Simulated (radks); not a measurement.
# Pt in [Xe] 4f14 5d9 6s1: an all-electron calculation

An exercise on one series of results from a longer session: the logs are not shown, and one member is left open.

Program: radks (a radial shooting solver on a logarithmic mesh, Libxc functionals) version 1. Level of theory: scalar-relativistic Kohn-Sham, exchange-only B88, spin-unpolarised, spherical densities, finite nucleus. These are calculated values, not measurements, unless marked.

## What is computed

| Quantity | Value |
| --- | --- |
| element | platinum (Z = 78) |
| charge | 0 |
| electrons | 78 |
| configuration | [Xe] 4f14 5d9 6s1 |
| nuclear rms radius | 5.427 fm |

The outer shells:

Pt
```
[Xe] core
4f [↑↓][↑↓][↑↓][↑↓][↑↓][↑↓][↑↓]
5d [↑↓][↑↓][↑↓][↑↓][↑ ]
6s [↑ ]
```

The first run:

The run's settings:

```text
Z 78
configuration [Xe] 4f14 5d9 6s1 6p0 7s0 5f0 6d0
relativity scalar-relativistic
functional b88,
spin unpolarised
nucleus finite rms 5.427 fm
c 137.035999084
```

Started as:

```console
python run_ks.py task.json out
```

This one command runs every case of the session in turn.

Among the steps run: Self-consistent calculation.

One table of the session follows, with a row left open; its other results are not shown here.

It belongs to the step «Shells». From the orbitals of this run (lengths in bohr):

```
level      <r>  outermost maximum (interpolated)  90 % within  nodes
   1s  0.01715                            0.0106       0.0313      0
   2s  0.07236                            0.0612        0.112      1
   2p  0.06522                            0.0506        0.106      0
   3s   0.1871                             0.173        0.274      2
   3p        ?                                 ?            ?      ?
   3d   0.1704                             0.140        0.264      0
   4s   0.4151                             0.390        0.595      3
   4p   0.4419                             0.410        0.641      2
   4d   0.4682                             0.418        0.699      1
   5s   0.9523                             0.869         1.36      4
   4f   0.5163                             0.385        0.834      0
   5p    1.104                             0.977         1.61      3
   5d    1.715                              1.26         2.75      2
   6s    2.985                              2.40         4.54      5
```

Q: Estimate the row for 3p from the others.

The run gave: <r>: 0.1882; outermost maximum (interpolated): 0.172; 90 % within: 0.281; nodes: 1. In the column «<r>» it lies between 3s (0.1871) and 4s (0.4151).

To keep in mind: Spin polarisation and multiplet splitting are left out.
